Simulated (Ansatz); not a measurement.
**ZrC (Fm-3m): equation of state with a fit from a Python script**

Where is the equilibrium volume of ZrC (Fm-3m), and how stiff is it? A script is to give an equation of state with a fit; the system is ZrC (Fm-3m).

The COD entry's cell or inner coordinates are ideal or old and differ from later refinements, so a difference from it is no clean test against experiment.

Computed with Ansatz 0.2.0 through its Python package. Level of theory: DFT PBE, plane waves, PAW.

### Step 1. Starting point

Symmetry: Fm-3m, No. 225, cubic system. Conventional cell: a = 4.730 Å, b = 4.730 Å, c = 4.730 Å, α = 90.00°, β = 90.00°, γ = 90.00°. Zr (site symmetry m-3m) has 6 C at 2.37 Å as nearest neighbours. C (site symmetry m-3m) has 6 Zr at 2.37 Å as nearest neighbours.

The script holds or builds the structure itself.

### Step 2. The code

Contents of zrc_eos.py:

```python
'''Equation of state of ZrC.'''

import warnings

import ansatz
from ase.eos import EquationOfState
from ase.units import GPa
import numpy as np

vectors0 = np.array([
    [0.0, 2.365, 2.365],
    [2.365, 0.0, 2.365],
    [2.365, 2.365, 0.0],
])
sites = [
    ('Zr', (0.5, 0.5, 0.5)),
    ('C', (0.0, 0.0, 0.0)),
]


def build(cell):
    crystal = ansatz.Crystal(lattice=ansatz.Lattice.of(cell))
    for symbol, position in sites:
        crystal = crystal.atom(symbol, position)
    return crystal

warnings.simplefilter('ignore', ansatz.DeckWarning)

# scale the volume, keep shape and fractions
volumes, energies, pressures = [], [], []
for scale in np.linspace(0.88, 1.12, 7):
    cell = vectors0 * scale ** (1 / 3)
    setup = (
        build(cell).calculation()
        .occupations('fermi_dirac', width=0.05)
        .functional('pbe')
        .basis(18 * ansatz.Ha)
        .kpoints(8, 8, 8)
        .stress()
    )
    r = setup.run().report
    volumes.append(abs(np.linalg.det(cell)) / len(sites))
    energies.append(r['free_energy_ev'] / len(sites))
    pressures.append(np.trace(r['stress_gpa']) / 3)
    print(f'V = {volumes[-1]:8.4f} A^3/atom  F = {energies[-1]:.5f} eV/atom  P = {pressures[-1]:8.3f} GPa')

eos = EquationOfState(volumes, energies, eos='vinet')
v0, e0, bulk = eos.fit()
print(f'V0 = {v0:.4f} A^3/atom, E0 = {e0:.5f} eV/atom, B = {bulk / GPa:.1f} GPa')
eos.plot('eos.png')
```

### Step 3. The calls as engine input

The engine receives this input (first run):

```yaml
crystal:
  lattice:
    - [0.0, 2.266341592390697, 2.266341592390697]
    - [2.266341592390697, 0.0, 2.266341592390697]
    - [2.266341592390697, 2.266341592390697, 0.0]
  atoms:
    - { symbol: Zr, position: [0.5, 0.5, 0.5] }
    - { symbol: C, position: [0.0, 0.0, 0.0] }
basis:
  ecutwfc: 489.804952427784
kpoints:
  mp_grid:
    grid: [8, 8, 8]
hamiltonian:
  xc: pbe
scf:
  occupations:
    method: fermi_dirac
    width: 0.05
output:
  stress: true
```

### Step 4. Launch

Launch:

```sh
python zrc_eos.py
```

**Question.** Where does the minimum lie against the volume typed, and how stiff is the crystal?

As calculated:

| quantity | value |
| --- | --- |
| runs compared | 7 |
| range of energy | 131.78 meV/atom |
| lowest point, volume (Å³/atom) | 13.228 |
| equilibrium volume (fit) | 13.05 Å³/atom |
| bulk modulus (fit) | 222 GPa |

A third-order Birch-Murnaghan fit through the 7 points (the script's own form differs a little) has its minimum at 13.05 Å³ an atom, 1.3 % below the typed cell, with a bulk modulus of 222 GPa and dB/dP = 4.1. From that minimum the energy rises by 127.7 meV an atom on the compressed side and 133.4 meV on the expanded side. Caveats:
- No spin polarisation was allowed.
- For a metal this k-point mesh is coarse: on a finer one energies can move by several to tens of meV an atom and pressures by half a GPa or more, differences at one mesh by less.
- Of the deposited cell: the entry's cell lengths or inner coordinates differ somewhat from later room-temperature determinations.
- Pressure is positive in compression.
